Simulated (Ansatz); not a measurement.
**MoCl2O2 (molybdenum dichloride dioxide) at BHLYP/def2-SVP (core potential)**

Aim: the vertical ionisation energy of MoCl2O2 (molybdenum dichloride dioxide) at BHLYP/def2-SVP (core potential), from 2 runs. 

Program for the calculation: Ansatz 0.2.0.

2 further runs of the same task are left out: 2 that didn't finish.

## Step 1: The structure to begin with

MoCl2O2: 5 atoms, total charge 0, spin state singlet. As SMILES, `O=[Mo](=O)(Cl)Cl`. The coordinates come from a PBE0-D4/def2-TZVP relaxation.

Bond lengths: O1–Mo2 1.663 Å, Mo2–O3 1.663 Å, Mo2–Cl4 2.242 Å, Mo2–Cl5 2.242 Å. Angles: O1–Mo2–O3 106.8°, O1–Mo2–Cl4 109.6°, O1–Mo2–Cl5 109.6°, O3–Mo2–Cl4 109.6°, O3–Mo2–Cl5 109.6°, Cl4–Mo2–Cl5 111.7°.

## Step 2: A single-point energy at BHLYP/def2-SVP (core potential)

in.yaml reads:

```yaml
crystal:
  periodic: [false, false, false]
  atoms:
    - {symbol: O, position_ang: [0.160790, -0.193810, 1.710330]}
    - {symbol: Mo, position_ang: [0.067390, -0.061640, 0.055230]}
    - {symbol: O, position_ang: [1.227030, -1.074450, -0.573270]}
    - {symbol: Cl, position_ang: [-1.960190, -0.720580, -0.637400]}
    - {symbol: Cl, position_ang: [0.504990, 2.050480, -0.554890]}
basis:
  gaussian:
    orbitals: def2-SVP
total_charge: 0
hamiltonian:
  xc: {name: BHLYP}
accuracy: high
output:
  orbitals: {seedname: orbitals}
```

Launch:

```bash
$ ansatz run in.yaml --threads 1 --pin off --max-ram 3480MiB --events-out events.jsonl --progress --plain --runs-dir runs
```

The program printed:

```text
Warning: RAYON_NUM_THREADS=1 ignored (pool sized by the plan → 1); use --threads N
Functional definition: BHLYP
  name "BHLYP"
  parameter a = 0.5
  exchange = (1 - a)*b88_x + a*exact_x
  correlation = lyp_c
1956 factors; integrals over basis functions are off by at most 6.0e-8 eV
mean field evaluation 1: about -30968.5023 eV, gradient 8.5e1 eV
mean field evaluation 2: about -30820.6112 eV, gradient 2.8e2 eV
mean field evaluation 4: about -30982.2707 eV, gradient 4.3e0 eV
mean field evaluation 8: about -30982.6328 eV, gradient 1.6e0 eV
mean field evaluation 16: about -30982.6389 eV, gradient 1.3e-3 eV
mean field -30982.63888060 eV, -1138.5909780750 hartree, gradient 2.4e-8 eV, S^2 0.000000; 0 other end points of the search recorded, 0 dependent functions left out
reference -30982.63890904 eV, -1138.5909791204 hartree; 32, 32 occupied and 63, 63 virtual orbitals, 1956 factors
Total energy: -30982.63890904 eV, -1138.5909791204 hartree
```

Wall time 14 s (1 thread of Intel Xeon Platinum 8259CL at 2.50GHz (Skylake/Cascade Lake), shared host); peak memory 0.38 GiB.

## Step 3: The doublet cation

job.yaml reads:

```yaml
crystal:
  periodic: [false, false, false]
  atoms:
    - symbol: O
      position_ang: [0.160790, -0.193810, 1.710330]
    - symbol: Mo
      position_ang: [0.067390, -0.061640, 0.055230]
    - symbol: O
      position_ang: [1.227030, -1.074450, -0.573270]
    - symbol: Cl
      position_ang: [-1.960190, -0.720580, -0.637400]
    - symbol: Cl
      position_ang: [0.504990, 2.050480, -0.554890]
basis:
  gaussian: {orbitals: def2-SVP}
total_charge: 1
magnetization: {spin_polarized: true, initial_magnetization: 1}
hamiltonian: {xc: {name: BHLYP}}
accuracy: high
output: {orbitals: {seedname: orbitals}}
```

Launch:

```bash
$ ansatz run job.yaml --threads 1 --pin off --max-ram 3480MiB --events-out events.jsonl --progress --plain --runs-dir runs
```

The program printed, cut to the lines that bear on the results:

```text
Warning: RAYON_NUM_THREADS=1 ignored (pool sized by the plan → 1); use --threads N
[... 2 set-up lines as earlier in the session ...]
[...]
1955 factors; integrals over basis functions are off by at most 6.0e-8 eV
[...]
mean field -30970.75533027 eV, -1138.1542656554 hartree, gradient 2.4e-8 eV, S^2 0.891979; 12 other end points of the search recorded, 0 dependent functions left out
reference -30970.75536026 eV, -1138.1542667576 hartree; 32, 31 occupied and 63, 64 virtual orbitals, 1955 factors
Total energy: -30970.75536026 eV, -1138.1542667576 hartree
```

It took 2.1 min on 1 thread of Intel Xeon Platinum 8259CL at 2.50GHz (Skylake/Cascade Lake), shared host; peak memory 0.61 GiB.

## Step 4: Results

At BHLYP/def2-SVP (core potential):

| quantity | value |
| --- | --- |
| singlet MoCl2O2: total energy | -1138.59098 Eh |
| singlet MoCl2O2: HOMO energy | -11.25 eV |
| singlet MoCl2O2: LUMO energy | -3.01 eV |
| singlet MoCl2O2: HOMO–LUMO gap | 8.24 eV |
| doublet cation: total energy | -1138.15427 Eh |
| doublet cation: HOMO energy (highest over α and β) | -16.78 eV |
| doublet cation: LUMO energy (lowest over α and β) | -12.16 eV |
| doublet cation: ⟨S²⟩ | 0.892 |
| vertical ionisation energy (to the doublet cation) | 11.884 eV |

Removing an electron at fixed nuclei costs 11.88 eV (274 kcal/mol). The negative HOMO energy of the first species, 11.25 eV, lies 0.63 eV below that difference. ⟨S²⟩ (doublet cation) is 0.89 where a pure doublet has 0.75: the reference is spin-contaminated.
